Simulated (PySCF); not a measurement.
# CeF4 (Ce(F)4-): the cost of one run

Computed with PySCF 2.14.0. Level: TPSS, Ce lcecp-1-SVP with ECP47, F def2-SVP; scalar-relativistic core potentials, no spin–orbit coupling.

2 further runs of the same task are left out: 1 for a known fault of the program, 1 that didn't finish.

## 1. Starting geometry

5 atoms, charge -1, spin multiplicity 1.

Bond lengths: Ce1–F2 2.190 Å, Ce1–F3 2.190 Å, Ce1–F4 2.190 Å, Ce1–F5 2.190 Å. Angles: F2–Ce1–F3 109.5°, F2–Ce1–F4 109.5°, F2–Ce1–F5 109.5°, F3–Ce1–F4 109.5°, F3–Ce1–F5 109.5°, F4–Ce1–F5 109.5°.

As a file:

```
Ce    0.0000    0.0000    0.0000
F     1.2647    1.2647    1.2647
F    -1.2647   -1.2647    1.2647
F     1.2647   -1.2647   -1.2647
F    -1.2647    1.2647   -1.2647
```

Formal oxidation states: Ce +3. Each metal's 1 4f electrons lie in its core potential, so multiplicities, spins and levels count the valence alone. An earlier session relaxed this geometry at TPSS, Ce lcecp-1-SVP with ECP47, F def2-SVP (singlet, point group Td).

Its energy there is -431.721764 Eh.

## 2. Atoms moved at random, σ = 0.15 Å

Contents of run.py (the lines that set the calculation):

```python
mol = gto.M(atom='''
Ce    -0.05010    -0.04538     0.03633
F      1.08203     1.30886     1.22949
F     -1.20483    -1.38874     1.18090
F      1.45660    -1.25372    -1.21928
F     -1.28371     1.37897    -1.22744''',
    basis={'Ce': 'lcecp-1-SVP', 'F': 'def2-SVP'},
    ecp={'Ce': 'lcecp-1-SVP'},
    charge=-1, spin=0)
mf = dft.RKS(mol, xc='TPSS')
mf.grids.atom_grid = (50, 194)  # f atoms: unpruned, at least (60, 302)
mf = mf.density_fit()  # fitting sets: Ce AutoAux, F def2-universal-JKFIT
mf.conv_tol = 1e-08; mf.max_cycle = 55
mf.kernel(dm0)  # dm0: the density of the relaxed state
```

Command:

```sh
OMP_NUM_THREADS=2 python run.py
```

**Question.** How long does this run take on 2 threads of Intel Xeon 6975P-C (Granite Rapids), shared host?

About 5.5 s.
